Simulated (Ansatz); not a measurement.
# FH2NSi: interaction energy of a dimer with the counterpoise correction from a Python script

The task is the interaction energy of a dimer with the counterpoise correction, for FH2NSi. SMILES: N[Si]F.

Program: Ansatz 0.2.0, driven from Python. Level of theory: MP2/def2-SVPD. These are calculated values, not measurements.

**1. The structure**

Bond lengths: N1–Si2 1.645 Å, Si2–F3 1.578 Å, N1–H4 1.079 Å, N1–H5 1.030 Å. Angles: N1–Si2–F3 102.0°, Si2–N1–H4 109.4°, Si2–N1–H5 112.9°, H4–N1–H5 102.8°.

The script holds or builds the structure itself.

**2. The code**

dimer.py

```python
# -*- coding: utf-8 -*-
import ansatz

BASIS_SET = "def2-SVPD"
LEVEL = "mp2"

FIRST = [
    ("N", (-0.7087, 0.2899, -0.1223)),
    ("Si", (0.01, -0.757, 0.9231)),
    ("F", (1.4996, -0.7719, 0.4018)),
    ("H", (-0.19, 1.2359, -0.096)),
    ("H", (-0.611, 0.0029, -1.1065)),
]
SECOND = [
    ("N", (0.8017, 5.5238, -2.2153)),
    ("Si", (0.3599, 4.638, -0.9017)),
    ("F", (-0.2478, 3.3425, -1.5677)),
    ("H", (1.4777, 4.946, -2.8268)),
    ("H", (0.0165, 5.7094, -2.8553)),
]

def energy(atoms, ghosts=()):
    molecule = ansatz.Crystal.molecule()
    for symbol, xyz in atoms:
        molecule = molecule.atom(symbol, xyz)
    calc = (
        molecule.calculation()
        .basis(gaussian=BASIS_SET)
        .correlation(LEVEL)
    )
    deck = calc.input()
    if ghosts:
        deck = deck.set(ansatz.key.basis.gaussian.ghost_atoms, [{"symbol": s, "position_ang": list(xyz)} for s, xyz in ghosts])
    return ansatz.Session.from_dict(deck).plan().execute().report["free_energy_ev"]


def main():
    both = energy(FIRST + SECOND)
    alone = energy(FIRST) + energy(SECOND)
    ghosted = energy(FIRST, SECOND) + energy(SECOND, FIRST)
    print(f"dimer {both:.6f} eV")
    print(f"interaction, uncorrected   {(both - alone):8.3f} eV")
    print(f"interaction, counterpoise  {(both - ghosted):8.3f} eV")
    print(f"basis-set superposition    {(alone - ghosted):8.3f} eV")


if __name__ == "__main__":
    main()
```

**3. What the engine is handed**

The package turns the script's settings into the engine's input (first run):

```yaml
crystal:
  periodic: [false, false, false]
  atoms:
    - { symbol: "N", position_ang: [-0.7087, 0.2899, -0.1223] }
    - { symbol: Si, position_ang: [0.01, -0.757, 0.9231] }
    - { symbol: F, position_ang: [1.4996, -0.7719, 0.4018] }
    - { symbol: H, position_ang: [-0.19, 1.2359, -0.096] }
    - { symbol: H, position_ang: [-0.611, 0.0029, -1.1065] }
    - { symbol: "N", position_ang: [0.8017, 5.5238, -2.2153] }
    - { symbol: Si, position_ang: [0.3599, 4.638, -0.9017] }
    - { symbol: F, position_ang: [-0.2478, 3.3425, -1.5677] }
    - { symbol: H, position_ang: [1.4777, 4.946, -2.8268] }
    - { symbol: H, position_ang: [0.0165, 5.7094, -2.8553] }
basis:
  gaussian:
    orbitals: def2-SVPD
correlation:
  method: mp2
```

**4. The run**

The run is started by

```bash
$ python dimer.py
```

**Question.** How large is the interaction at this pose, and how much of it is basis-set superposition?

The runs gave:

| quantity | value |
| --- | --- |
| interaction energy, uncorrected | -0.104 eV |
| interaction energy, counterpoise | -0.052 eV |
| runs compared | 5 |

In words: The counterpoise correction takes away 50 % of the apparent binding. Uncorrected it is -0.104 eV, with the counterpoise correction -0.052 eV; the difference, 0.05 eV, is the superposition error. The dimer is a generated trial pose of unrelaxed monomers, not a minimum, so the figure is no binding energy, and the basis set is small.
